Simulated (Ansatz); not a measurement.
# CH4AlBrCl2: the cost of one run

All numbers below are computed with Ansatz 0.2.0 (RKS PBE-D4/def2-SVP).

### 1 Starting point

Bond lengths: Al1–Cl2 2.580 Å, Al1–Cl3 2.230 Å, Al1–C4 1.970 Å, C4–H5 1.110 Å, C4–H6 1.110 Å, C4–H7 1.110 Å, Al1–Br8 2.710 Å, Cl2–H9 1.524 Å, Br8–H9 1.701 Å. Angles (14 of 15 angles, heavy atoms first): Cl2–Al1–Cl3 120.0°, Cl2–Al1–C4 120.0°, Cl2–Al1–Br8 71.6°, Cl3–Al1–C4 120.0°, Cl3–Al1–Br8 88.6°, C4–Al1–Br8 109.9°, Al1–Cl2–H9 73.3°, Al1–C4–H5 109.5°, Al1–C4–H6 109.5°, Al1–C4–H7 109.5°, Al1–Br8–H9 67.6°, Cl2–H9–Br8 147.5°, H5–C4–H6 109.4°, H5–C4–H7 109.4°.

As a file:

```xyz
9

Al    0.0000    0.0000    0.0000
Cl    0.0000    0.0000    2.5800
Cl    1.9312    0.0000   -1.1150
C    -1.7060    0.0000   -0.9850
H    -2.2662   -0.9305   -0.7558
H    -2.3102    0.8797   -0.6796
H    -1.5043    0.0508   -2.0753
Br    0.5700   -2.5078    0.8545
H     0.3236   -1.4237    2.1423
```

### 2 Pulling towards end A

Springs on the bonds that form and break draw the guess towards this end; the thresholds are loose.

Contents of input.yaml:

```yaml
crystal:
  periodic: [false, false, false]
  atoms:
    - { symbol: Al, position_ang: [0.0, 0.0, 0.0] }
    - { symbol: Cl, position_ang: [0.0, 0.0, 2.58] }
    - { symbol: Cl, position_ang: [1.9312, 0.0, -1.115] }
    - { symbol: C, position_ang: [-1.706, 0.0, -0.985] }
    - { symbol: H, position_ang: [-2.2662, -0.9305, -0.7558] }
    - { symbol: H, position_ang: [-2.3102, 0.8797, -0.6796] }
    - { symbol: H, position_ang: [-1.5043, 0.0508, -2.0753] }
    - { symbol: Br, position_ang: [0.57, -2.5078, 0.8545] }
    - { symbol: H, position_ang: [0.3236, -1.4237, 2.1423] }
basis:
  gaussian: { orbitals: def2-SVP }
hamiltonian:
  xc: pbe
  dispersion: d4
relax:
  f_tol: 0.15
  max_steps: 25
  restrain:
    - { distance: [0, 7], at: 3.61, k: 30.0 }
    - { distance: [8, 1], at: 2.57, k: 30.0 }
    - { distance: [0, 1], at: 2.23, k: 30.0 }
    - { distance: [8, 7], at: 1.55, k: 30.0 }
```

Started as:

```console
$ ansatz run input.yaml --threads 4 --pin off --max-ram 5120MiB --backend cpu --events-out ev --progress --plain --runs-dir out
```

**Question.** How long does this run take on 4 threads of Arm Neoverse V1, shared host, and how much memory does it need?

About 12 s, with a peak of 0.18 GiB.
